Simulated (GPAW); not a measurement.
# HfGe (P-6m2) in GPAW: convergence with bands over the usual count

Aim: find how far bands over the usual count must go before the results for HfGe settle, at PBEsol. This setting moves, with any that are tied to it; all else stays.

All numbers are computed with GPAW 26.7.0; they aren't measurements. Logs are shortened: lines on timing, memory, paths and dates and some standing lists are left out, and cuts for length are marked. The log counts tension as positive stress, the text compression.

## Step 1: The structure

Symmetry: P-6m2, No. 187, hexagonal system. Conventional cell: a = 3.934 Å, b = 3.934 Å, c = 3.510 Å, α = 90.00°, β = 90.00°, γ = 120.00°. Hf (site symmetry -6m2) is surrounded by 3 Ge at 2.27 Å. Ge (site symmetry -6m2) has 3 Hf at 2.27 Å as nearest neighbours.

The cell was built by a generator and needn't be a form met in nature.

## Step 2: With bands over the usual count 0.72

run.py reads:

```python
from ase.dft.bandgap import bandgap
from ase.io import read, write
from ase.units import GPa
from gpaw import GPAW, PW, setup_paths

setup_paths.insert(0, '.')

atoms = read('HfGe.xyz')

calc = GPAW(mode=PW(600),
            xc='PBEsol',
            kpts={'size': (6, 6, 6), 'gamma': True},
            occupations={'name': 'fermi-dirac', 'width': 0.05},
            nbands=13,
            convergence={'density': 1e-05, 'energy': 1e-05},
            maxiter=100,
            txt='gpaw.txt')
atoms.calc = calc
energy = atoms.get_potential_energy()
forces = atoms.get_forces()
stress = atoms.get_stress()
calc.write('gs.gpw')
write('result.traj', atoms)
print(f'Energy: {energy:.6f} eV')
print('Forces (eV/A):')
print(forces.round(4))
print('Stress (GPa):', (stress / GPa).round(3))
print('Fermi level:', round(calc.get_fermi_level(), 4), 'eV')
print(f'Gap: {bandgap(calc)[0]:.4f} eV, direct: {bandgap(calc, direct=True)[0]:.4f} eV')
```

HfGe.xyz reads:

```xyz
2
Lattice="3.9335093854 0.0000000000 0.0000000000 -1.9667546927 3.4065190538 0.0000000000 0.0000000000 0.0000000000 3.5096193900" Properties=species:S:1:pos:R:3 pbc="T T T"
Hf     0.0000000000      0.0000000000      1.7548096950
Ge    -0.0000000002      2.2710127026      1.7548096950
```

Potentials or basis: PAW data sets generated in the run's folder for this functional, pw.

Command:

```sh
$ gpaw-setup -f PBEsol Ge Hf
$ OMP_NUM_THREADS=1 python run.py
```

Wall time 16 s (1 thread of Arm Neoverse V1, shared host); peak memory 0.15 GiB.

Results:

* Free energy: -9.0500 eV
* Pressure: 34.0 GPa
* Band gap on the k mesh: none (metal or under the smearing width)

## Step 3: With bands over the usual count 0.8

Edit run.py of step 2 so:

```diff
@@ -13,3 +13,3 @@
             occupations={'name': 'fermi-dirac', 'width': 0.05},
-            nbands=13,
+            nbands=14,
             convergence={'density': 1e-05, 'energy': 1e-05},
```

HfGe.xyz is that of step 2.

Potentials or basis: PAW data sets generated in the run's folder for this functional, pw.

Command:

```sh
$ gpaw-setup -f PBEsol Ge Hf
$ OMP_NUM_THREADS=1 python run.py
```

It took 17 s on 1 thread of Arm Neoverse V1, shared host; peak memory 0.15 GiB.

Results (log left out):

- Free energy: -9.0500 eV
- Pressure: 34.0 GPa
- Band gap on the k mesh: none (metal or under the smearing width)

## Step 4: With bands over the usual count 0.9

Edit run.py of step 3 so:

```diff
@@ -13,3 +13,3 @@
             occupations={'name': 'fermi-dirac', 'width': 0.05},
-            nbands=14,
+            nbands=16,
             convergence={'density': 1e-05, 'energy': 1e-05},
```

HfGe.xyz is that of step 3.

Command:

```sh
$ gpaw-setup -f PBEsol Ge Hf
$ OMP_NUM_THREADS=1 python run.py
```

It took 18 s on 1 thread of Arm Neoverse V1, shared host; peak memory 0.15 GiB.

The run converged. Its results:

```
Free energy            : -9.0500 eV
Pressure               : 34.0 GPa
Band gap on the k mesh : none (metal or under the smearing width)
```

## Step 5: With bands over the usual count 1

Edit run.py of step 4 so:

```diff
@@ -13,3 +13,3 @@
             occupations={'name': 'fermi-dirac', 'width': 0.05},
-            nbands=16,
+            nbands=18,
             convergence={'density': 1e-05, 'energy': 1e-05},
```

HfGe.xyz is that of step 4.

Command:

```sh
$ gpaw-setup -f PBEsol Ge Hf
$ OMP_NUM_THREADS=1 python run.py
```

Run time: 20 s. Hardware: 1 thread of Arm Neoverse V1, shared host; peak memory 0.15 GiB.

The run converged. Its results:

| Item | Value |
| --- | --- |
| Free energy | -9.0500 eV |
| Pressure | 34.0 GPa |
| Band gap on the k mesh | none (metal or under the smearing width) |

## Step 6: With bands over the usual count 1.3

Edit run.py of step 5 so:

```diff
@@ -13,3 +13,3 @@
             occupations={'name': 'fermi-dirac', 'width': 0.05},
-            nbands=18,
+            nbands=23,
             convergence={'density': 1e-05, 'energy': 1e-05},
```

HfGe.xyz is that of step 5.

Potentials or basis: PAW data sets generated in the run's folder for this functional, pw.

Command:

```sh
$ gpaw-setup -f PBEsol Ge Hf
$ OMP_NUM_THREADS=1 python run.py
```

Wall time 23 s (1 thread of Arm Neoverse V1, shared host); peak memory 0.16 GiB.

It converged, with:

```
Free energy            : -9.0500 eV
Pressure               : 34.0 GPa
Band gap on the k mesh : none (metal or under the smearing width)
```

## Step 7: With bands over the usual count 1.7

Edit run.py of step 6 so:

```diff
@@ -13,3 +13,3 @@
             occupations={'name': 'fermi-dirac', 'width': 0.05},
-            nbands=23,
+            nbands=30,
             convergence={'density': 1e-05, 'energy': 1e-05},
```

HfGe.xyz is that of step 6.

Command:

```sh
$ gpaw-setup -f PBEsol Ge Hf
$ OMP_NUM_THREADS=1 python run.py
```

It took 28 s on 1 thread of Arm Neoverse V1, shared host; peak memory 0.16 GiB.

The run converged. Its results:

* Free energy: -9.0500 eV
* Pressure: 34.0 GPa
* Band gap on the k mesh: none (metal or under the smearing width)

## Step 8: With bands over the usual count 2.5

Edit run.py of step 7 so:

```diff
@@ -13,3 +13,3 @@
             occupations={'name': 'fermi-dirac', 'width': 0.05},
-            nbands=30,
+            nbands=44,
             convergence={'density': 1e-05, 'energy': 1e-05},
```

HfGe.xyz is that of step 7.

Potentials or basis: PAW data sets generated in the run's folder for this functional, pw.

Command:

```sh
$ gpaw-setup -f PBEsol Ge Hf
$ OMP_NUM_THREADS=1 python run.py
```

gpaw.txt:

```text
__  _  _
 | _ |_)|_||  |
 |__||  | ||/\| - 26.7.0

Input parameters:
  mode=PW(ecut=600.0),
  convergence={'density': 1e-05, 'energy': 1e-05},
  kpts=MonkhorstPack(size=(6, 6, 6), gamma=True),
  maxiter=100,
  nbands=44,
  occupations=Occupations(name='fermi-dirac', width=0.05),
  xc=XC(name='PBEsol')

Diagonalizing LCAO Hamiltonian
Converting LCAO to pw mode

         Ge
       Hf

Atoms  # Å, Bohr magnetons
|   | symbol |         x |        y |        z |    initial magnetic moments |
|---|--------|-----------|----------|----------|-----------------------------|
| 0 |     Hf |  0.000000 | 0.000000 | 1.754810 | ( 0.0000,  0.0000,  0.0000) |
| 1 |     Ge | -0.000000 | 2.271013 | 1.754810 | ( 0.0000,  0.0000,  0.0000) |

Unit cell  # Å
| periodic |         x |        y |        z |  lengths |     angles |
|----------|-----------|----------|----------|----------|------------|
|      yes |  3.933509 | 0.000000 | 0.000000 | 3.933509 |  90.000000 |
|      yes | -1.966755 | 3.406519 | 0.000000 | 3.933509 |  90.000000 |
|      yes |  0.000000 | 0.000000 | 3.509619 | 3.509619 | 120.000000 |

Number of symmetries: 12
Symmetry operations  # r_c * U_cc + t_c -> r_c
|    | kind |            matrix            |
|----|------|------------------------------|
|  0 |  σ   |  1, 1, 0,  0,-1, 0,  0, 0, 1 |
|  1 |  C2  |  1, 1, 0,  0,-1, 0,  0, 0,-1 |
|  2 |  E   |  1, 0, 0,  0, 1, 0,  0, 0, 1 |
|  3 |  σ   |  1, 0, 0,  0, 1, 0,  0, 0,-1 |
|  4 |  C3  |  0, 1, 0, -1,-1, 0,  0, 0, 1 |
|  5 |  S3  |  0, 1, 0, -1,-1, 0,  0, 0,-1 |
|  6 |  σ   |  0,-1, 0, -1, 0, 0,  0, 0, 1 |
|  7 |  C2  |  0,-1, 0, -1, 0, 0,  0, 0,-1 |
|  8 |  σ   | -1, 0, 0,  1, 1, 0,  0, 0, 1 |
|  9 |  C2  | -1, 0, 0,  1, 1, 0,  0, 0,-1 |
| 10 |  C3  | -1,-1, 0,  1, 0, 0,  0, 0, 1 |
| 11 |  S3  | -1,-1, 0,  1, 0, 0,  0, 0,-1 |

BZ-sampling:
  Number of BZ points: 216
  Number of IBZ points: 28

  Monkhorst-Pack size: [6, 6, 6]
  Monkhorst-Pack shift: [0.08333333333333333, 0.08333333333333333, 0.08333333333333333]

K-points  # in reciprocal-cell coordinates
|     |                                coordinates |     weight |
|-----|--------------------------------------------|------------|
|   0 | (  0.00000000,   0.00000000,   0.00000000) | 0.00462963 |
|   1 | (  0.00000000,   0.00000000,   0.16666667) | 0.00925926 |
|   2 | (  0.00000000,   0.00000000,   0.33333333) | 0.00925926 |
|   3 | (  0.00000000,   0.00000000,   0.50000000) | 0.00462963 |
|   4 | (  0.16666667,   0.00000000,   0.00000000) | 0.02777778 |
|   5 | (  0.16666667,   0.00000000,   0.16666667) | 0.05555556 |
|   6 | (  0.16666667,   0.00000000,   0.33333333) | 0.05555556 |
|   7 | (  0.16666667,   0.00000000,   0.50000000) | 0.02777778 |
|   8 | (  0.33333333,  -0.16666667,   0.00000000) | 0.02777778 |
|   9 | (  0.33333333,  -0.16666667,   0.16666667) | 0.05555556 |
| ... |                                            |            |
|  27 | (  0.50000000,   0.50000000,   0.50000000) | 0.01388889 |

Plane wave coefficients: 1590
Cutoff: 600.0 eV

Spin-components: 1 (collinear spins)
Bands:           44
Projectors:      11
Spin-degeneracy: 2
Datatype:        complex128

Parallelization:
  kpt:    1
  domain: 1
  band:   1

Density:
  Valence electrons: 16.0
  Components: 1
  Grid points: [24 24 20]
  Charge: 0.0  # |e|

Potential:
  Grid points: [24 24 20]

species:
  Hf:
    name:    Hafnium
    Z:       72.0
    valence: 12
    core:    60
    charge:  0.0  # [|e|]
    compensation charges:
      type: gauss
      rc: 0.41  # [Å]
      lmax: 2
    cutoffs:
      filter: 2.36  # [Å]
      core: 4.02  # [Å]
    projectors
    | kind |    occ | energy [eV] | rcut [Å] |
    |------|--------|-------------|----------|
    |   5s |  2.000 |     -66.855 |    1.397 |
    |   6s |  2.000 |      -5.120 |    1.397 |
    |   5p |  6.000 |     -35.615 |    1.307 |
    |   6p |  0.000 |      -1.375 |    1.307 |
    |   5d |  2.000 |      -2.724 |    1.334 |
    |    d |        |      24.487 |    1.334 |

    Using partial waves for Hf as LCAO basis

  Ge:
    name:    Germanium
    Z:       32.0
    valence: 4
    core:    28
    charge:  0.0  # [|e|]
    compensation charges:
      type: gauss
      rc: 0.32  # [Å]
      lmax: 2
    cutoffs:
      filter: 1.77  # [Å]
      core: 3.42  # [Å]
    projectors
    | kind |    occ | energy [eV] | rcut [Å] |
    |------|--------|-------------|----------|
    |   4s |  2.000 |     -11.738 |    1.005 |
    |   4p |  2.000 |      -3.898 |    1.005 |
    |    s |        |      15.473 |    1.005 |
    |    p |        |      23.314 |    1.005 |
    |    d |        |       0.000 |    1.005 |

    Using partial waves for Ge as LCAO basis

Reference energy: -466818.135256  # eV

eigensolver:
  PPCG
  Converge bands: occupied
  niter=2

density mixing:
  MSR1-Mixer
  Pratt-step length: 0.05
  Maximum mixing coefficient: 0.75
  Old densities: 10
  SVD Regularization: 0.005
  Good broyden scale: 1.0
  Trust region scale: 1.0
  Backstep threshold: 4.0
  History deletion threshold: 6.0
  Fourier metric: weight=20.0, sigma=0.015

occupation numbers:
  Fermi-Dirac:
    width: 0.0500  # eV

poisson solver:
  ecut: 4800.0  # eV

xc functional:
  name: PBEsol with 2 nearest neighbor stencil

convergence criteria:
- Maximum integral of absolute [dens]ity change: 1e-05 electrons / valence electron
- Maximum [total energy] change in last 3 cyles: 1e-05 eV / valence electron
- Maximum integral of absolute [eigenst]ate change: 4e-08 eV^2 / valence electron
maximum number of iterations: 100

SCF iterations
|iter     | |      energy | eigst |  dens |
|---------|-|-------------|-------|-------|
|iter:   1| |   -9.559437 | +0.31 |       |
|iter:   2| |   -9.471499 | -2.04 | -0.98 |
|iter:   3| |   -9.076633 | -2.16 | -1.02 |
|iter:   4| |   -9.039586 | -3.53 | -1.62 |
|iter:   5| |   -9.041927 | -4.59 | -2.05 |
|iter:   6| |   -9.042499 | -4.69 | -2.38 |
|iter:   7| |   -9.042507 | -6.66 | -3.30 |
|iter:   8| |   -9.042506c| -8.40c| -4.03 |
|iter:   9| |   -9.042505c| -8.29c| -4.60 |
|iter:  10| |   -9.042505c| -9.17c| -5.39c|

Converged in 10 steps
Energy contributions relative to reference atoms: (reference = -466818.135256)

Energy contributions:
  Kinetic:          70.220998
  Coulomb:         -59.603585
  Zero:             -0.498588
  External:          0.000000
  Xc:              -19.153814
  Entropy:          -0.015033
  Spinorbit:         0.000000
  ----------------------------
  Free energy:      -9.050022
  Extrapolated:     -9.042505

dipole moment: (-8.426578, -11.565793, 0.000095)  # |e|*Ang

Fermi level: 6.714
Eigenvalues  # (at kpt = [0.000, 0.000, 0.000])
| band index |      eig [eV] | occ [0-2] |
|------------|---------------|-----------|
|          0 |       -54.949 |     2.000 |
|          1 |       -23.983 |     2.000 |
|          2 |       -23.983 |     2.000 |
|          3 |       -23.870 |     2.000 |
|          4 |        -3.421 |     2.000 |
|          5 |         4.134 |     2.000 |
|          6 |         4.134 |     2.000 |
|          7 |         5.373 |     2.000 |
|          8 |         9.246 |     0.000 |
|          9 |         9.746 |     0.000 |
|         10 |         9.746 |     0.000 |
|         11 |        11.760 |     0.000 |
|         12 |        14.448 |     0.000 |
|         13 |        14.448 |     0.000 |
|         14 |        16.342 |     0.000 |
|         15 |        19.144 |     0.000 |
|        ... |               |           |
|         43 |        46.648 |     0.000 |

No gap
No difference between direct/indirect transitions

Forces  # eV/Ang
|        x |        y |       z |
|----------|----------|---------|
| -0.00000 |  0.00000 | 0.00000 |  # Hf   0
|  0.00000 | -0.00000 | 0.00000 |  # Ge   1

Stress tensor  # eV/Ang^3
|         x |         y |        z |
|-----------|-----------|----------|
| -0.357186 |  0.000000 | 0.000000 |
|  0.000000 | -0.357186 | 0.000000 |
|  0.000000 |  0.000000 | 0.077063 |

# Writing to gs.gpw (mode='')
```

stdout:

```text
Energy: -9.042505 eV
Forces (eV/A):
[[-0.  0.  0.]
 [ 0. -0.  0.]]
Stress (GPa): [-57.227 -57.227  12.347   0.      0.      0.   ]
Fermi level: 6.7138 eV
Gap: 0.0000 eV, direct: 0.0000 eV
```

Run time: 39 s. Hardware: 1 thread of Arm Neoverse V1, shared host; peak memory 0.17 GiB.

What came out:

```
Free energy            : -9.0500 eV
Pressure               : 34.0 GPa
Band gap on the k mesh : none (metal or under the smearing width)
```

## Step 9: Result

| bands over the usual count | energy less the tightest run, at zero smearing (meV/atom) | SCF cycles | CPU time (s) | peak memory (GiB) |
| --- | --- | --- | --- | --- |
| 0.72 | 0.00 | 10 | 16 | 0.15 |
| 0.8 | 0.00 | 10 | 17 | 0.15 |
| 0.9 | 0.00 | 10 | 18 | 0.15 |
| 1 | 0.00 | 10 | 20 | 0.15 |
| 1.3 | 0.00 | 10 | 23 | 0.16 |
| 1.7 | 0.00 | 10 | 28 | 0.16 |
| 2.5 | 0.00 | 10 | 39 | 0.17 |

Against the tightest run, the energy stays within 1 meV/atom from 0.72 on. The tightest run that finished is the yardstick and may itself not be fully converged.

Caveats: a pressure of tens of GPa on the cell as given is suspect, and the run, the potentials or the cell itself is likely at fault.
